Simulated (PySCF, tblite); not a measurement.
# C₉H₁₀O: geometry, infrared bands and NMR shifts

Aim: predict the infrared bands and NMR shifts of C₉H₁₀O (`COCC1c2ccccc21`).

The runs use tblite 0.8.0 and PySCF 2.14.0, with density-fitted response routines of our own; the level of theory stands in each step. All values are computed, except where a source is named. Atoms count from 0, in the outputs and in this text.

### Step 1. The starting structure

20 atoms, charge 0, multiplicity 1; geometry from: force field or distance geometry start.

Bonds of the start (Å): C0–O1 1.39, O1–C2 1.36, C2–C3 1.53, C3–C4 1.49, C4–C5 1.39, C5–C6 1.40, C6–C7 1.40, C7–C8 1.40, C8–C9 1.37, C9–C3 1.50, C9–C4 1.38, C0–H10 1.12, C0–H11 1.10, C0–H12 1.13, C2–H13 1.11, C2–H14 1.11, C3–H15 1.08, C5–H16 1.07, C6–H17 1.10, C7–H18 1.10, C8–H19 1.11.

### Step 2. Relaxing the molecule with GFN2-xTB

What the job is given:

```
{"job": {"kind": "relax", "xc": "GFN2-xTB", "basis": "xTB"}, "charge": 0, "multiplicity": 1}
C      3.053500     0.290300    -0.198100
O      2.744200    -1.063700    -0.102300
C      1.427800    -1.258200     0.190800
C      0.599500    -0.643500    -0.937600
C     -0.881800    -0.745800    -0.815200
C     -2.251900    -0.953600    -0.768900
C     -3.064600     0.096500    -0.337200
C     -2.486900     1.317800     0.033000
C     -1.103400     1.482900    -0.040300
C     -0.295400     0.457000    -0.463500
H      2.443300     0.763400    -1.015400
H      4.122700     0.410600    -0.438400
H      2.866100     0.799500     0.794900
H      1.152300    -0.729200     1.122500
H      1.183100    -2.326000     0.344000
H      1.079800    -0.530300    -1.899500
H     -2.645200    -1.907200    -1.052000
H     -4.157400    -0.047600    -0.277800
H     -3.129800     2.144400     0.376300
H     -0.661000     2.453400     0.252500
```

Launch:

```console
$ OMP_NUM_THREADS=1 python probes_run.py task.json out
```

This one command runs all jobs of the session in turn.

**Question.** This job is followed by: GFN2-xTB harmonic vibrations, gas phase; GIAO PBE0/pcSseg-1 NMR shielding, non-relativistic, gas phase. Predict these results of the whole session: strongest single infrared mode (GFN2-xTB); zero-point energy (GFN2-xTB); ¹³C shifts against TMS (PBE0/pcSseg-1, means over atoms taken as alike); ¹H shifts against TMS (PBE0/pcSseg-1, means over atoms taken as alike); ¹⁷O shifts against H2O (PBE0/pcSseg-1).

The runs gave:

| quantity | value |
| --- | --- |
| strongest single infrared mode (GFN2-xTB) | 3078 cm⁻¹, 60 km/mol |
| zero-point energy (GFN2-xTB) | 101.1 kcal/mol |
| ¹³C shifts against TMS (PBE0/pcSseg-1, means over atoms taken as alike) | 137.8, 134.4, 118.7, 81.9, 59.5, 35.9 ppm |
| ¹H shifts against TMS (PBE0/pcSseg-1, means over atoms taken as alike) | 7.51, 7.43, 3.89, 3.82, 3.81 ppm |
| ¹⁷O shifts against H2O (PBE0/pcSseg-1) | 32.8 ppm |

What this shows: Over 134 steps the energy fell by 0.540 eV; of the close pairs, O1–C2 changed most, 1.363 to 1.408 Å. All 54 modes are real, so the xTB geometry is a minimum. The strongest single mode, at 3078 cm⁻¹, moves mainly H18 and H17. GFN2-xTB is a fitted tight-binding method: band positions and strengths are rough. Its intensities can rank the bands wrongly. At PBE0/pcSseg-1: Shielding is most anisotropic at C4, C9 (span 324 ppm, paramagnetic term -218 ppm). NICS(1)zz of -27 ppm above the planar ring from C4 marks a diatropic (aromatic) ring current.
